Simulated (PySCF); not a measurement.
**GeH−: bond curves at several levels of theory**

One table from this session's results is given with a row withheld; the runs are named, their logs left out.

Program: PySCF 2.14.0. Level of theory: Ge aug-pcseg-1, H aug-pcseg-1, no relativity. These are calculated values, not measurements.

3 further runs of the same task are left out: 3 set aside as unsound or not needed.

Set-up of the first run:

The job is set up so:

```yaml
atoms: Ge, H
charge: -1
basis: Ge aug-pcseg-1, H aug-pcseg-1
Hamiltonian: no relativity
basis_functions: 45
electrons_treated: 34
masses_in_u: 73.9212, 1.0078
levels: PBE0, PBE, r²SCAN, LDA, M06, M06-2X, HSE06, HF, MP2, SCS-MP2, CCSD, CCSD(T)
grid: 80 radial by 434 angular points
occupations: held fixed by the projection of orbital angular momentum
dissociation_limit: Ge− + H, each in its ground configuration
starting_distance_in_angstrom: 1.580
values_of_2S_to_try: 0, 2, 4
```

Among the steps run: Input; PBE0 along the bond; PBE; r²SCAN (meta-GGA); LDA; M06; M06-2X; HSE06; UHF (mean field); Adding correlation.

One of the session's tables, all rows but one given; the rest of the session is left out.

```
      level  ωe (%)
        UHF       ?
    UHF-MP2    +4.6
UHF-SCS-MP2    +3.2
   UHF-CCSD    +0.9
        LDA    +0.7
        PBE    -1.8
     r²SCAN    +3.0
       PBE0    +2.5
        M06    -1.5
      HSE06    +2.2
     M06-2X    +3.1
```

**Question.** Estimate the row for UHF.

**Answer.** ωe (%): +6.1. In the column «ωe (%)» it is the highest.
